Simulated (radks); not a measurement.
# Yb inside a hard spherical wall

Aim: energy, levels and pressure of Yb as a wall, at which all orbitals vanish, closes in. The configuration stays [Xe] 4f14 6s2.

Program: radks (a radial shooting solver on a logarithmic mesh, Libxc functionals) version 1. Level of theory: scalar-relativistic Kohn-Sham, r2SCAN, spin-polarised, spherical densities, finite nucleus. These are calculated values, not measurements, unless marked.

## 1. The atom as given

```
element            : ytterbium (Z = 70)
charge             : 0
electrons          : 70
configuration      : [Xe] 4f14 6s2
nuclear rms radius : 5.3108 fm
```

Outer shells as boxes (Hund's rule):

Yb
```
[Xe] core
4f [↑↓][↑↓][↑↓][↑↓][↑↓][↑↓][↑↓]
6s [↑↓]
```

## 2. The free atom

Input:

```text
Z 70
configuration [Xe] 4f14 6s2 5d0 6p0 7s0
relativity scalar-relativistic
functional r2scan,r2scan
spin polarised
nucleus finite rms 5.3108 fm
c 137.035999084
```

## 3. Wall at 20 bohr

Changes since step 2:

```diff
@@ -6,2 +6,3 @@
 nucleus finite rms 5.3108 fm
+wall 20 bohr
 c 137.035999084
```

## 4. Wall at 15 bohr

Changes since step 3:

```diff
@@ -6,3 +6,3 @@
 nucleus finite rms 5.3108 fm
-wall 20 bohr
+wall 15 bohr
 c 137.035999084
```

## 5. Wall at 10 bohr

Changes since step 4:

```diff
@@ -6,3 +6,3 @@
 nucleus finite rms 5.3108 fm
-wall 15 bohr
+wall 10 bohr
 c 137.035999084
```

## 6. Wall at 7 bohr

Changes since step 5:

```diff
@@ -6,3 +6,3 @@
 nucleus finite rms 5.3108 fm
-wall 10 bohr
+wall 7 bohr
 c 137.035999084
```

## 7. Wall at 6 bohr

Changes since step 6:

```diff
@@ -6,3 +6,3 @@
 nucleus finite rms 5.3108 fm
-wall 7 bohr
+wall 6 bohr
 c 137.035999084
```

## 8. Wall at 5 bohr

Changes since step 7:

```diff
@@ -6,3 +6,3 @@
 nucleus finite rms 5.3108 fm
-wall 6 bohr
+wall 5 bohr
 c 137.035999084
```

## 9. Wall at 4 bohr

Changes since step 8:

```diff
@@ -6,3 +6,3 @@
 nucleus finite rms 5.3108 fm
-wall 5 bohr
+wall 4 bohr
 c 137.035999084
```

## 10. Wall at 2.5 bohr

Changes since step 9:

```diff
@@ -6,3 +6,3 @@
 nucleus finite rms 5.3108 fm
-wall 4 bohr
+wall 2.5 bohr
 c 137.035999084
```

## 11. Wall at 2 bohr

Changes since step 10:

```diff
@@ -6,3 +6,3 @@
 nucleus finite rms 5.3108 fm
-wall 2.5 bohr
+wall 2 bohr
 c 137.035999084
```

## 12. Wall at 1.5 bohr

Changes since step 11:

```diff
@@ -6,3 +6,3 @@
 nucleus finite rms 5.3108 fm
-wall 2 bohr
+wall 1.5 bohr
 c 137.035999084
```

What does the calculation give? Wanted: for each run, R; E − E(free); ε(4f); ε(6p, empty); ε(5d, empty); ε(7s, empty); pressure.

**Answer**, as computed:

```tsv
R (bohr)	E − E(free) (eV)	ε(4f) (eV)	ε(6p, empty) (eV)	ε(5d, empty) (eV)	ε(7s, empty) (eV)	pressure (GPa)
free	0.000	-2.992	-0.956	-0.436	-	0
20	0.000	-2.992	-0.956	-0.436	-	< 0.0001
15	0.000	-2.991	-0.950	-0.433	1.626	0.000107
10	0.051	-2.864	-0.697	-0.289	3.475	0.0445
7	0.980	-1.854	1.167	0.785	10.807	1.65
6	2.562	-0.873	3.306	1.877	17.709	5.91
5	6.879	0.873	7.943	3.943	31.121	24.1
4	20.402	4.460	19.385	8.413	60.658	130
2.5	181.21	28.175	101.22	39.102	237.40	4582
2	491.80	57.169	208.66	81.512	446.40	23180
1.5	1663.7	128.82	506.10	208.81	987.56	174226
```

In words: Eigenvalues are for spin up. At the tightest wall, 1.5 bohr, the energy stands 1663.7 eV above the free atom and the pressure, −dE/dV, is 174226 GPa. Of the levels in the table that exist at both ends, 6p (empty) rises most from the free atom (507.06 eV). From R = 5 bohr inwards the highest occupied level lies above zero, pushed up by confinement. Shells are not refilled when levels cross, and a hard wall is a model, not a crystal.
